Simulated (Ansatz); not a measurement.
# HgTe: the cost of one run

Computed with Ansatz 0.2.0 (DFT PBEsol, scalar-relativistic, plane waves, PAW, unless a step's input says otherwise).

**1. Starting point**

The structure is tetragonal, space group I-4m2 (No. 119). Conventional cell: a = 6.091 Å, b = 6.091 Å, c = 3.119 Å, α = 90.00°, β = 90.00°, γ = 90.00°. Hg (site symmetry -4m2) is surrounded by 2 Hg at 3.12 Å and 4 Te at 3.14 Å. Te (site symmetry -4m2) is surrounded by 2 Te at 3.12 Å and 4 Hg at 3.14 Å.

Structure file:

```cif
data_structure
_symmetry_space_group_name_H-M 'P 1'
_symmetry_Int_Tables_number 1
_cell_length_a 4.5807
_cell_length_b 4.5807
_cell_length_c 4.5807
_cell_angle_alpha 96.655
_cell_angle_beta 96.655
_cell_angle_gamma 140.194
_cell_volume 57.86
loop_
_atom_site_label
_atom_site_type_symbol
_atom_site_fract_x
_atom_site_fract_y
_atom_site_fract_z
_atom_site_occupancy
Hg1 Hg 0.25000 0.75000 0.50000 1
Te1 Te 0.00000 0.00000 0.00000 1
```

It goes back to an entry of the Materials Project, which need not be the stable form.

No relaxation comes first: the listed cell is the starting point.

**2. The reference: the undisturbed cell on the scan's mesh**

input.yaml

```yaml
crystal:
  lattice:
    - [-3.045603, 3.045603, 1.55941]
    - [3.045603, -3.045603, 1.55941]
    - [3.045603, 3.045603, -1.55941]
  atoms:
    - { symbol: Hg, position: [0.25, 0.75, 0.5] }
    - { symbol: Te, position: [0.0, 0.0, 0.0] }
basis:
  ecutwfc: 420
kpoints:
  mp_grid: { grid: [18, 18, 18] }
hamiltonian:
  xc: pbesol
scf:
  occupations: { method: gaussian, width: 0.15 }
output:
  forces: true
  stress: true
  eigenvalues: true
```

Launch:

```bash
$ ansatz run input.yaml --threads 1 --pin off --max-ram 2560MiB --backend cpu --events-out ev --progress --plain --runs-dir out
```

What time and memory should one allow on 1 thread of AMD EPYC 7R32 (Zen 2), shared host?

About 37 s, with a peak of 0.86 GiB.
